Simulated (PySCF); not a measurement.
The system is NCBF2, in a box.

```
N C B F
1.0
    12.00000    0.00000    0.00000
     0.00000   13.00000    0.00000
     0.00000    0.00000   11.00000
N C B F
1 1 1 2
Direct
  0.41082 0.61960 0.58231
  0.44380 0.54384 0.54216
  0.48808 0.44213 0.48824
  0.59135 0.41479 0.50711
  0.42219 0.38363 0.42387
```

Base run:

* Program: PySCF 2.14.0
* Functional: B3LYP
* Potentials or basis: pob-tzvp-rev2 (all-electron)
* k mesh: 1 × 1 × 1
* Occupations: fixed
* Spin: no spin polarisation

Its results: gap between the frontier levels 8.00 eV.

**Question.** The run is repeated on the same cell with these changes: functional from B3LYP to PBE50. What comes out?

**Answer.** Gap between the frontier levels 11.05 eV.

Caveats: this is a molecule in a periodic box at the Γ point, so its band gap is the HOMO-LUMO gap; the basis of atomic orbitals isn't converged, which shifts pressures, moduli and gaps; this basis is made for solids and lacks diffuse functions, so gaps of a molecule come out too wide by an eV or more.

A k mesh can miss the band edges.

Not every run made on this cell is shown here.
